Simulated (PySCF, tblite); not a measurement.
# C5H2N4O: geometry, infrared bands and NMR shifts

What infrared bands and NMR shifts should C5H2N4O (`N#Cc1nnncc1C=O`) show?

The runs use tblite 0.8.0 and PySCF 2.14.0, with density-fitted response routines of our own; the level of theory stands in each step. All values are computed, except where a source is named. Atoms count from 0, in the outputs and in this text.

## Step 1: The starting structure

12 atoms, charge 0, multiplicity 1; geometry from: force field or distance geometry start.

Bonds of the start (Å): N0–C1 1.17, C1–C2 1.42, C2–N3 1.37, N3–N4 1.32, N4–N5 1.31, N5–C6 1.35, C6–C7 1.37, C7–C8 1.47, C8–O9 1.23, C7–C2 1.36, C6–H10 1.09, C8–H11 1.09.

## Step 2: Optimising the geometry with GFN2-xTB

The job: settings as JSON, then the geometry in Å.

```
{"job": {"kind": "relax", "xc": "GFN2-xTB", "basis": "xTB"}, "charge": 0, "multiplicity": 1}
N      2.628600     1.717500    -0.852200
C      1.525200     1.392800    -0.638200
C      0.226600     0.902800    -0.328800
N     -0.768500     1.812600    -0.547000
N     -2.008200     1.457100    -0.288300
N     -2.325500     0.263100     0.139800
C     -1.343200    -0.636300     0.347400
C     -0.020600    -0.353700     0.127000
C      1.013600    -1.368200     0.361900
O      0.700700    -2.479800     0.774600
H     -1.683200    -1.608000     0.712300
H      2.056000    -1.100700     0.165400
```

Command:

```sh
$ OMP_NUM_THREADS=1 python probes_run.py task.json out
```

One launch serves the whole session: the jobs run in the order shown.

**Question.** This job is followed by: GFN2-xTB harmonic vibrations, gas phase; GIAO PBE0/pcSseg-1 NMR shielding, non-relativistic, gas phase. What will the session give for the following? strongest single infrared mode (GFN2-xTB); zero-point energy (GFN2-xTB); ¹³C shifts against TMS (PBE0/pcSseg-1); ¹H shifts against TMS (PBE0/pcSseg-1); ¹⁵N shifts against NH3 (PBE0/pcSseg-1); ¹⁷O shifts against H2O (PBE0/pcSseg-1).

The runs gave:

```
                                 quantity                                  value
strongest single infrared mode (GFN2-xTB)                  1763 cm⁻¹, 235 km/mol
             zero-point energy (GFN2-xTB)                          42.2 kcal/mol
   ¹³C shifts against TMS (PBE0/pcSseg-1)  197.3, 145.4, 138.7, 123.0, 118.4 ppm
    ¹H shifts against TMS (PBE0/pcSseg-1)                        10.99, 9.63 ppm
   ¹⁵N shifts against NH3 (PBE0/pcSseg-1)         572.1, 455.0, 450.2, 347.8 ppm
   ¹⁷O shifts against H2O (PBE0/pcSseg-1)                              753.3 ppm
```

**Reading.** The optimisation took 22 steps and gained 0.243 eV; among the close pairs (by a distance rule), C2–C7 changed most, from 1.359 to 1.404 Å. No mode is imaginary among the 30: a minimum at this level. The strongest single mode, at 1763 cm⁻¹, moves mainly C8 and O9. Unscaled tight-binding wavenumbers are off by several per cent, some by more. Its intensities can rank the bands wrongly. The most deshielded carbon is C8 (aldehyde carbonyl carbon), at 197.3 ppm: low-lying n→π* states of the double bond to the heteroatom give a large paramagnetic term (-254 ppm). The most deshielded hydrogen is H11 (hydrogen on an aldehyde carbonyl carbon), at 10.99 ppm: the C=O anisotropy and electron withdrawal place aldehyde protons far downfield. At PBE0/pcSseg-1: The largest span, 1597 ppm, is at O9, where the paramagnetic term is -815 ppm. NICS(1)zz of -27 ppm above the planar ring from C2 marks a diatropic (aromatic) ring current.
